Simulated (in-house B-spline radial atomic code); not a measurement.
**Mo⁺: numerical settings, good and bad**

Aim: try Mo⁺ with numerical settings changed, some of them on purpose beyond sense, against a run with standard settings.

Method: scalar-relativistic (spin-free one-electron X2C) exchange-only LDA (Slater), spin-polarised, spherical fractional occupations, Fermi nucleus, basis-set limit. Code: in-house B-spline radial atomic code version 1.

### 1 Starting point

```
element       : molybdenum (Z = 42)
charge        : +1
electrons     : 41
configuration : [Kr] 4d5
Hamiltonian   : scalar-relativistic (X2C)
nucleus       : Fermi, rms radius 4.409 fm
```

Outer shells as boxes (Hund's rule):

[Kr] 4d5
```
[Kr] core
4d [↑ ][↑ ][↑ ][↑ ][↑ ]
```

Where spins are not typed, each open shell is filled with up spins first.

A run counts as converged when the orbital gradient is under the tolerance times 42 hartree (or under the basis's noise floor) and the energy moved by less than 1e-8 hartree times the root of its size. Energy differences under 1e-05 hartree are noise.

Settings of the run:

```ini
Z = 42
electrons = 41.0
configuration = [Kr] 4d5
hamiltonian = x2c
method = lda,
spin_polarised = True
nucleus = fermi
rms_radius = 4.4091
mass_number = 98
atomic_mass = 97.905403609
speed_of_light = 137.035999084
knot_spacing = 0.22
spline_order = 8
gauss_points = 12
box_radius = 35.29
max_iterations = 70
damping = 0.5
damped_steps = 3
diis_vectors = 10
tolerance = 1e-08
start = Thomas-Fermi
```

This reference run was done before. Its total energy is -4039.581959 hartree, and its levels are (the highest eight at most):

```csv
orbital,occupation,energy (eV),<r> (bohr)
3p down,3,-382.99,0.4311
3d up,5,-225.99,0.4160
3d down,5,-225.46,0.4156
4s up,1,-70.772,1.112
4s down,1,-67.741,1.102
4p up,3,-45.185,1.245
4p down,3,-41.801,1.230
4d up,5,-10.725,1.903
```

### 2 Spline order 5; first knot 2.38e-05; cap on iterations 50; starting potential bare nucleus

Settings of the run:

```ini
Z = 42
electrons = 41.0
configuration = [Kr] 4d5
hamiltonian = x2c
method = lda,
spin_polarised = True
nucleus = fermi
rms_radius = 4.4091
mass_number = 98
atomic_mass = 97.905403609
speed_of_light = 137.035999084
knot_spacing = 0.22
spline_order = 5
gauss_points = 12
box_radius = 35.29
first_knot = 2.38e-05
max_iterations = 50
damping = 0.5
damped_steps = 3
diis_vectors = 10
tolerance = 1e-08
start = bare nucleus
```

The run is started by

```
python run_scf.py task.json out
```

task.json lists these runs, among others, and the program works through them in turn.

### 3 Spline order 5; box radius 3.53; cap on iterations 100

The settings differ from step 2 so:

```diff
@@ -14,5 +14,4 @@
 gauss_points = 12
-box_radius = 35.29
-first_knot = 2.38e-05
-max_iterations = 50
+box_radius = 3.53
+max_iterations = 100
 damping = 0.5
@@ -21,2 +20,2 @@
 tolerance = 1e-08
-start = bare nucleus
+start = Thomas-Fermi
```

### 4 Knot spacing (logarithmic) 0.1; Gauss points an interval 6; box radius 17.64; first knot 0.00238; cap on iterations 75

The settings differ from step 3 so:

```diff
@@ -11,7 +11,8 @@
 speed_of_light = 137.035999084
-knot_spacing = 0.22
-spline_order = 5
-gauss_points = 12
-box_radius = 3.53
-max_iterations = 100
+knot_spacing = 0.1
+spline_order = 8
+gauss_points = 6
+box_radius = 17.64
+first_knot = 0.00238
+max_iterations = 75
 damping = 0.5
```

### 5 Box radius 2.12; cap on iterations 75; damping (share of the old matrix) 0.8; convergence tolerance 1e-10

Settings of the run:

```ini
Z = 42
electrons = 41.0
configuration = [Kr] 4d5
hamiltonian = x2c
method = lda,
spin_polarised = True
nucleus = fermi
rms_radius = 4.4091
mass_number = 98
atomic_mass = 97.905403609
speed_of_light = 137.035999084
knot_spacing = 0.22
spline_order = 8
gauss_points = 12
box_radius = 2.12
max_iterations = 75
damping = 0.8
damped_steps = 3
diis_vectors = 10
tolerance = 1e-10
start = Thomas-Fermi
```

### 6 Configuration [Kr] 4d5 2f1

Settings of the run:

```ini
Z = 42
electrons = 42.0
configuration = [Kr] 4d5 2f1
hamiltonian = x2c
method = lda,
spin_polarised = True
nucleus = fermi
rms_radius = 4.4091
mass_number = 98
atomic_mass = 97.905403609
speed_of_light = 137.035999084
knot_spacing = 0.22
spline_order = 8
gauss_points = 12
box_radius = 35.29
max_iterations = 100
damping = 0.5
damped_steps = 3
diis_vectors = 10
tolerance = 1e-08
start = Thomas-Fermi
```

Before running: Which of these runs converge to the reference energy, which miss it and by about how much, and which fail?

**Answer**, as computed:

| run | outcome | iterations | energy less the reference (hartree) |
| --- | --- | --- | --- |
| reference | converged | 10 | 0 |
| spline order 5; first knot 2.38e-05; cap on iterations 50; starting potential bare nucleus | converged | 13 | +5.66e-05 |
| spline order 5; box radius 3.53; cap on iterations 100 | converged | 9 | +0.377 |
| knot spacing (logarithmic) 0.1; Gauss points an interval 6; box radius 17.64; first knot 0.00238; cap on iterations 75 | converged | 10 | +0.00541 |
| box radius 2.12; cap on iterations 75; damping (share of the old matrix) 0.8; convergence tolerance 1e-10 | converged | 9 | +6.22 |
| Configuration [Kr] 4d5 2f1 | refused | - | - |

What this shows: Of 5 changed inputs, 4 converged to another value and 1 met a refusal. The worst converged miss is +6.22 hartree (box radius 2.12; cap on iterations 75; damping (share of the old matrix) 0.8; convergence tolerance 1e-10): that the iterations converge says nothing of the basis, the quadrature or the box.
